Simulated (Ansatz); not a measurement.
# YLu: the cost of one run

Method: DFT PBE, scalar-relativistic, plane waves, PAW, in Ansatz 0.2.0.

### Step 1. The structure to begin with

Symmetry: Cmmm, No. 65, orthorhombic system. Conventional cell: a = 5.424 Å, b = 6.558 Å, c = 3.179 Å, α = 90.00°, β = 90.00°, γ = 90.00°. Y (site symmetry mmm) is surrounded by 2 Lu at 2.71 Å. Around Lu (site symmetry mmm) lie 2 Y at 2.71 Å.

As a file:

```cif
data_structure
_symmetry_space_group_name_H-M 'P 1'
_symmetry_Int_Tables_number 1
_cell_length_a 4.2551
_cell_length_b 4.2551
_cell_length_c 3.1789
_cell_angle_alpha 90.000
_cell_angle_beta 90.000
_cell_angle_gamma 100.810
_cell_volume 56.53
loop_
_atom_site_label
_atom_site_type_symbol
_atom_site_fract_x
_atom_site_fract_y
_atom_site_fract_z
_atom_site_occupancy
Y1 Y 0.50000 0.50000 0.50000 1
Lu1 Lu 0.00000 0.00000 0.50000 1
```

A structure generator made this guess: random cell by space group and Wyckoff sites (Cmmm, No. 65). Lengths come from tabulated atomic sizes and are only a guess.

### Step 2. The guess as it stands, on a coarse mesh

File input.yaml:

```yaml
crystal:
  lattice:
    - [2.71199193, -3.27882954, 0.0]
    - [2.71199193, 3.27882954, 0.0]
    - [0.0, 0.0, 3.17886087]
  atoms:
    - { symbol: "Y", position: [0.5, 0.5, 0.5] }
    - { symbol: Lu, position: [0.0, 0.0, 0.5] }
basis:
  ecutwfc: 420
kpoints:
  mp_grid: { grid: [4, 4, 6] }
hamiltonian:
  xc: pbe
scf:
  occupations: { method: gaussian, width: 0.1 }
  lower_state_search: "off"
output:
  forces: true
  stress: true
  eigenvalues: true
```

The run is started by

```console
$ ansatz run input.yaml --threads 1 --pin off --max-ram 2560MiB --backend cpu --events-out ev --progress --plain --runs-dir out
```

**Question.** How long does this run take on 1 thread of Arm Neoverse N1, shared host, and how much memory does it need?

About 4.5 s, with a peak of 0.33 GiB.
